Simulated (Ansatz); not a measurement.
This script makes a check of PAW against all-electron LAPW of MnPt, space group P4/mmm with the Ansatz DFT code, driven from Python.

`paw_lapw.py`
```python
# -*- coding: utf-8 -*-
"""PAW against all-electron LAPW for MnPt."""

import ansatz as az
import numpy as np

KMESH = (12, 12, 9)
OCCUPATIONS = "fermi_dirac"
FUNCTIONAL = "pbesol"


def count_gap(report):
    # lowest empty less highest filled band, counting bands; zero where they overlap
    return max(report.get("gap_by_band_count_ev") or 0.0, 0.0)

structure = (
    az.Lattice.from_parameters(2.83, 2.83, 3.66, alpha=90, beta=90, gamma=90)
    .space_group(123, hermann_mauguin="P4/mmm")
    .atom("Mn", (0.0, 0.0, 0.0))
    .atom("Pt", (0.5, 0.5, 0.5))
    .moments(Mn=2.8)
)

job = structure.calculation()
job = job.kpoints(mesh=KMESH, center="gamma")
job = job.spin(az.SpinTreatment.COLLINEAR).occupations(OCCUPATIONS)
job = job.functional(FUNCTIONAL)
job = job.stress()
job = job.forces()
job = job.band_table()
variants = {
    "PAW": job.pseudopotentials("paw"),
    "LAPW": job.pseudopotentials("all_electron", lapw=True),
}
# totals differ by the cores that each treatment holds, so compare what does not depend on them
rows = []
for label, variant in variants.items():
    summary = variant.run().report
    levels = np.array(summary["eigenvalues_ev"][0]) - summary["fermi_energy_ev"]
    print(label, "levels at the first k-point near E_F:", np.round(levels[np.abs(levels) < 5], 3))
    rows.append((label, summary["n_electrons"], np.trace(summary["stress_gpa"]) / 3, count_gap(summary), summary["magnetization_mub"]))
print("     treatment  electrons in bands           P GPa  gap by band count eV      moment muB")
for row in rows:
    print(f"{str(row[0]):>14s}  {row[1]:18.1f}  {row[2]:14.3f}  {row[3]:20.3f}  {row[4]:14.3f}")
```

How well do the two treatments of the cores agree on the pressure?

PAW gives -4.244 GPa and LAPW -4.252 GPa, 0.008 GPa apart. They took 12.1 and 127.4 s of processor time.

The run itself:

`python paw_lapw.py` gives:
```text
DeckWarning: basis.ecutwfc = 420 eV, auto-derived from the records' recommended cutoffs: set by Mn (normal level)
PAW levels at the first k-point near E_F: [-3.285 -3.285 -2.591 -1.962 -1.315 -0.412 -0.079 -0.079  2.823]
LAPW levels at the first k-point near E_F: [-3.283 -3.283 -2.593 -1.961 -1.317 -0.412 -0.078 -0.078  2.821]
     treatment  electrons in bands           P GPa  gap by band count eV      moment muB
           PAW                33.0          -4.244                 0.000           4.153
          LAPW                57.0          -4.252                 0.000           4.153
```
(Warnings from the package without file and line.)

Reading the output:
- Other magnetic orders than the one started from may lie lower.
- A gap by band count of zero or less means overlapping bands, a metal.
- The structure is a deposited one; some such entries were measured under pressure or heat, so a shift against it needn't be the functional's error alone.
- Levels are Kohn-Sham eigenvalues on this mesh, without spin-orbit coupling.
- Pressure is positive in compression; the treatments may keep other shells as core, so totals and counts of electrons can differ.
- Wall time of the script: 2.3 min on 1 thread of Arm Neoverse V2, with other jobs on the host, peak memory 1.2 GiB.
